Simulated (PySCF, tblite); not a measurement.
# C₈H₁₁ClSi: geometry, infrared bands and NMR shifts

Aim: predict the infrared bands and NMR shifts of C₈H₁₁ClSi (`[SiH3]CC1=CC2(CC2)C(Cl)=C1`).

Programs: tblite 0.8.0 and PySCF 2.14.0, with density-fitted response routines of our own. Each step states its level of theory. These are calculated values for one molecule in the gas phase, unless marked as measured. Atoms are numbered from 0 throughout.

### Step 1. Starting geometry

21 atoms, charge 0, multiplicity 1; geometry from: force field or distance geometry start.

Bonds of the start (Å): Si0–C1 1.84, C1–C2 1.50, C2–C3 1.32, C3–C4 1.47, C4–C5 1.53, C5–C6 1.53, C4–C7 1.47, C7–Cl8 1.74, C7–C9 1.35, C9–C2 1.46, C6–C4 1.45, Si0–H10 1.47, Si0–H11 1.47, Si0–H12 1.49, C1–H13 1.14, C1–H14 1.09, C3–H15 1.11, C5–H16 1.11, C5–H17 1.10, C6–H18 1.11, C6–H19 1.13, C9–H20 1.09.

### Step 2. Relaxing the molecule with GFN2-xTB

The job: settings as JSON, then the geometry in Å.

```
{"job": {"kind": "relax", "xc": "GFN2-xTB", "basis": "xTB"}, "charge": 0, "multiplicity": 1}
Si    -3.296100    -0.081900     0.413000
C     -1.996300    -0.971600    -0.530300
C     -0.693400    -0.277900    -0.288400
C      0.379300    -0.818300     0.255000
C      1.479100     0.146000     0.347200
C      2.787500    -0.251700    -0.348200
C      2.678400     0.048300     1.147900
C      0.904000     1.361100    -0.244900
Cl     1.733200     2.874600    -0.440900
C     -0.375600     1.114200    -0.613300
H     -2.806300     0.390600     1.712800
H     -3.792100     1.088000    -0.330200
H     -4.487900    -0.913900     0.733400
H     -1.950900    -2.030500    -0.122200
H     -2.162100    -1.054300    -1.599600
H      0.472000    -1.855500     0.637000
H      3.296800     0.547300    -0.931400
H      2.745500    -1.285800    -0.710600
H      2.887400    -0.839800     1.782800
H      3.212100     0.968100     1.515700
H     -1.023400     1.860000    -1.075800
```

Run with:

```
$ OMP_NUM_THREADS=1 python probes_run.py task.json out
```

The driver reads the jobs from task.json and runs them one after another.

**Question.** This job is followed by: GFN2-xTB harmonic vibrations, gas phase; GIAO PBE0/pcSseg-1 NMR shielding, non-relativistic, gas phase. Predict these results of the whole session: strongest single infrared mode (GFN2-xTB); zero-point energy (GFN2-xTB); ¹³C shifts against TMS (PBE0/pcSseg-1, means over atoms taken as alike); ¹H shifts against TMS (PBE0/pcSseg-1, means over atoms taken as alike); ²⁹Si shifts against TMS (PBE0/pcSseg-1); ³⁵Cl shifts against HCl (PBE0/pcSseg-1).

As calculated:

| quantity | value |
| --- | --- |
| strongest single infrared mode (GFN2-xTB) | 788 cm⁻¹, 473 km/mol |
| zero-point energy (GFN2-xTB) | 98.4 kcal/mol |
| ¹³C shifts against TMS (PBE0/pcSseg-1, means over atoms taken as alike) | 152.1, 148.2, 136.0, 134.8, 41.5, 17.1, 15.9 ppm |
| ¹H shifts against TMS (PBE0/pcSseg-1, means over atoms taken as alike) | 6.42, 5.86, 3.91, 2.14, 1.42, 1.42 ppm |
| ²⁹Si shifts against TMS (PBE0/pcSseg-1) | -67.2 ppm |
| ³⁵Cl shifts against HCl (PBE0/pcSseg-1) | 157 ppm |

**Reading.** Relaxing lowered the energy by 0.657 eV in 134 steps; the close pair that moved most is Si0–C1, from 1.836 to 1.912 Å. No mode is imaginary among the 57: a minimum at this level. Unscaled tight-binding wavenumbers are off by several per cent, some by more. Its intensities can rank the bands wrongly. At PBE0/pcSseg-1: Shielding is most anisotropic at Cl8 (span 425 ppm, paramagnetic term -355 ppm).
